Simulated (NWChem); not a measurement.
# GaHCl2 (GaCl2H) at 6 levels

We compute a comparison of 6 runs (HF/STO-3G, HF/3-21G, B2PLYP/pcseg-1, B3LYP/6-31G*, B3LYP/aug-cc-pVDZ) of GaHCl2 (GaCl2H). 

Program for the calculation: NWChem 7.3.0.

## 1. The system as given

The species is GaHCl2 (4 atoms), meant as a singlet with charge 0. As SMILES, `[H][Ga]([Cl])[Cl]`. The shape comes from GFN2-xTB, which is rough for such elements, and wasn't checked as a minimum.

Bond lengths: Ga1–Cl2 2.082 Å, Ga1–Cl3 2.082 Å, Ga1–H4 1.553 Å. Angles: Cl2–Ga1–Cl3 119.3°, Cl2–Ga1–H4 120.4°, Cl3–Ga1–H4 120.4°.

## 2. Energy and gradient at HF/STO-3G (run 1)

Input file cl2gah.nw:

```
start cl2gah
memory stack 880 mb heap 220 mb global 1100 mb
charge 0
geometry units atomic noautosym nocenter noautoz
   Ga -0.13364143 -0.22400813  0.00034015
   Cl  3.80095733 -0.25473508  0.02528454
   Cl -2.03005719  3.22349482 -0.02957421
   H  -1.63727761 -2.74475161  0.00396842
end
basis spherical bse
   * library STO-3G
end
scf
   thresh 1e-08
   maxiter 80
end
task scf gradient
```

Launch:

```
nwchem cl2gah.nw > cl2gah.out
```

Standard output:

```text
[...]
  functions       =    37
[...]
  wavefunction    = RHF
[...]
         Total SCF energy =  -2810.753403394034
      One-electron energy =  -4580.263636673139
      Two-electron energy =   1442.833823162788
 Nuclear repulsion energy =    326.676410116317
        Time for solution =      2.0s
[...]
                         RHF ENERGY GRADIENTS
    atom               coordinates                        gradient
                 x          y          z           x          y          z
   1 Ga     -0.133641  -0.224008   0.000340    0.018779   0.031482  -0.000044
   2 Cl      3.800957  -0.254735   0.025285    0.019525  -0.002850   0.000138
   3 Cl     -2.030057   3.223495  -0.029574   -0.011785   0.015827  -0.000157
   4 H      -1.637278  -2.744752   0.003968   -0.026520  -0.044459   0.000064
[...]
```

It took 3.3 s on 1 thread of Intel Xeon 6975P-C (Granite Rapids), shared host; peak memory 0.097 GiB.

## 3. Energy and forces at HF/3-21G (run 2)

Input file mymol.xyz:

```xyz
4
Cl2GaH hf
Ga    -0.070720    -0.118540     0.000180
Cl     2.011380    -0.134800     0.013380
Cl    -1.074260     1.705800    -0.015650
H     -0.866410    -1.452460     0.002100
```

Input file mymol.nw:

```
start mymol
title "Cl2GaH hf"
memory 2200 mb

geometry noautosym nocenter noautoz
   load mymol.xyz
end

basis spherical bse
   * library 3-21G
end

scf
   thresh 1e-08
   maxiter 80
end

task scf gradient
```

Launch:

```
nwchem mymol.nw > mymol.out
```

Standard output:

```text
[...]
  functions       =    50
[...]
  wavefunction    = RHF
[...]
         Total SCF energy =  -2829.122624311745
      One-electron energy =  -4590.841735189410
      Two-electron energy =   1435.042677534138
 Nuclear repulsion energy =    326.676433343526
        Time for solution =      1.6s
[...]
                         RHF ENERGY GRADIENTS
    atom               coordinates                        gradient
                 x          y          z           x          y          z
   1 Ga     -0.133641  -0.224008   0.000340    0.028311   0.047464  -0.000068
   2 Cl      3.800957  -0.254735   0.025285   -0.050864  -0.001173  -0.000314
   3 Cl     -2.030057   3.223495  -0.029574    0.023135  -0.045315   0.000382
   4 H      -1.637277  -2.744751   0.003968   -0.000582  -0.000976   0.000001
[...]
```

It took 2.8 s on 1 thread of Intel Xeon 6975P-C (Granite Rapids), shared host; peak memory 0.099 GiB.

Runs 3 to 4 aren't shown in full; the table further down has their settings and results.

## 4. Energy and forces at B3LYP/6-31G(d) (Cartesian functions) (run 5)

Input file nw.xyz:

```xyz
4

Ga    -0.070720    -0.118540     0.000180
Cl     2.011380    -0.134800     0.013380
Cl    -1.074260     1.705800    -0.015650
H     -0.866410    -1.452460     0.002100
```

Input file nw.nw:

```
start nw
memory stack 880 mb heap 220 mb global 1100 mb

geometry units angstrom noautosym nocenter noautoz
   load format xyz nw.xyz
end

basis
   * library 6-31G*
end

dft
   xc b3lyp
   grid xfine
   convergence energy 1e-08
   iterations 100
   mulliken
end

task dft gradient
```

Launch:

```
nwchem nw.nw > nw.out
```

Standard output:

```text
[...]
          Wavefunction type:  closed shell.
          No. of atoms     :     4
          No. of electrons :    66
[...]
          Charge           :     0
          Spin multiplicity:     1
[...]
          AO basis - number of functions:    75
[...]
              XC Information
              --------------
                         B3LYP Method XC Potential
                     Hartree-Fock (Exact) Exchange  0.200
                        Slater Exchange Functional  0.800 local
                    Becke 1988 Exchange Functional  0.720 non-local
              Lee-Yang-Parr Correlation Functional  0.810
                  VWN I RPA Correlation Functional  0.190 local
[...]
 d= 0,ls=0.0,diis     1  -2845.6669637997 -3.17D+03  2.09D-02  1.05D+00     1.9
[...]
 d= 0,ls=0.0,diis     8  -2845.7224603160 -1.36D-12  7.16D-06  2.87D-07    11.3
         Total DFT energy =    -2845.722460316042
      One electron energy =    -4605.368125804585
           Coulomb energy =     1564.995609062880
    Exchange-Corr. energy =     -132.026376917863
 Nuclear repulsion energy =      326.676433343526
[...]
  wavefunction    = closed shell
                         DFT ENERGY GRADIENTS
    atom               coordinates                        gradient
                 x          y          z           x          y          z
   1 Ga     -0.133641  -0.224008   0.000340    0.014656   0.024573  -0.000035
   2 Cl      3.800957  -0.254735   0.025285   -0.025434  -0.001533  -0.000152
   3 Cl     -2.030057   3.223495  -0.029574    0.010736  -0.023110   0.000188
   4 H      -1.637277  -2.744751   0.003968    0.000042   0.000070  -0.000000
[...]
```

Run time: 17 s. Hardware: 1 thread of Intel Xeon 6975P-C (Granite Rapids), shared host; peak memory 0.13 GiB.

## 5. Energy and gradient at B3LYP/aug-cc-pVDZ (run 6)

Input file m1.nw:

```
start m1
title "Cl2GaH"
memory 2200 mb
charge 0

geometry units au noautosym nocenter noautoz
Ga -0.13364143 -0.22400813  0.00034015
Cl  3.80095733 -0.25473508  0.02528454
Cl -2.03005719  3.22349482 -0.02957421
H  -1.63727761 -2.74475161  0.00396842
end

basis "ao basis" spherical bse
* library aug-cc-pVDZ
end

dft
xc b3lyp
grid fine
convergence energy 1e-08
iterations 100
mulliken
end

task dft gradient
```

Launch:

```
nwchem m1.nw > m1.out
```

Standard output:

```text
[...]
          Wavefunction type:  closed shell.
          No. of atoms     :     4
          No. of electrons :    66
[...]
          Charge           :     0
          Spin multiplicity:     1
[...]
          AO basis - number of functions:    99
[...]
              XC Information
              --------------
                         B3LYP Method XC Potential
                     Hartree-Fock (Exact) Exchange  0.200
                        Slater Exchange Functional  0.800 local
                    Becke 1988 Exchange Functional  0.720 non-local
              Lee-Yang-Parr Correlation Functional  0.810
                  VWN I RPA Correlation Functional  0.190 local
[...]
 d= 0,ls=0.0,diis     1  -2845.9650088922 -3.17D+03  1.18D-02  3.86D-01    13.1
[...]
 d= 0,ls=0.0,diis     8  -2846.0148097871 -1.01D-09  1.77D-06  3.63D-08    71.3
         Total DFT energy =    -2846.014809787102
      One electron energy =    -4605.523226487263
           Coulomb energy =     1564.881115638142
    Exchange-Corr. energy =     -132.049109054299
 Nuclear repulsion energy =      326.676410116317
[...]
  wavefunction    = closed shell
                         DFT ENERGY GRADIENTS
    atom               coordinates                        gradient
                 x          y          z           x          y          z
   1 Ga     -0.133641  -0.224008   0.000340    0.016823   0.028205  -0.000040
   2 Cl      3.800957  -0.254735   0.025285   -0.028927  -0.001408  -0.000175
   3 Cl     -2.030057   3.223495  -0.029574    0.012506  -0.026123   0.000215
   4 H      -1.637278  -2.744752   0.003968   -0.000401  -0.000673   0.000001
[...]
```

It took 1.9 min on 1 thread of Intel Xeon 6975P-C (Granite Rapids), shared host; peak memory 0.12 GiB.

## 6. All runs side by side

| run | level | task | iteration cap | energy (Eh) | dipole moment (D) | HOMO energy (eV) | LUMO energy (eV) | wall time |
| --- | --- | --- | --- | --- | --- | --- | --- | --- |
| 1 | HF/STO-3G | gradient | 80 | -2810.753403 | 2.11 | -9.47 | 3.68 | 3.3 s |
| 2 | HF/3-21G | gradient | 80 | -2829.122624 | 2.36 | -12.44 | 0.86 | 2.8 s |
| 3 | B2PLYP/pcseg-1 | energy | 100 | -2844.975097 | 1.48 | -10.39 | -0.69 | 14 s |
| 4 | B3LYP/6-31G* (spherical functions) | gradient | 100 | -2845.711018 | 1.38 | -8.84 | -1.87 | 17 s |
| 5 | B3LYP/6-31G* (Cartesian functions) | gradient | 100 | -2845.722460 | 1.38 | -8.84 | -1.86 | 17 s |
| 6 | B3LYP/aug-cc-pVDZ | gradient | 100 | -2846.014810 | 1.32 | -8.90 | -1.94 | 1.9 min |

## 7. Summary of results

| quantity | value |
| --- | --- |
| run 6: total energy | -2846.01481 Eh |
| run 6: dipole moment | 1.32 D |
| run 6: HOMO energy | -8.90 eV |
| run 6: LUMO energy | -1.94 eV |
| run 6: HOMO–LUMO gap | 6.96 eV |
| run 6: largest force on an atom | 1.689 eV/Å |

The dipole moment (its size) runs from 1.32 D (B3LYP/aug-cc-pVDZ) to 2.36 D (HF/3-21G). The two ends differ in method and basis. The HOMO–LUMO gap runs from 6.96 eV (B3LYP/aug-cc-pVDZ) to 13.30 eV (HF/3-21G). Totals of different functionals can't be ranked against each other. In run 1 the basis is minimal, so the values are rough. All runs together took 2.8 min, the longest 1.9 min.
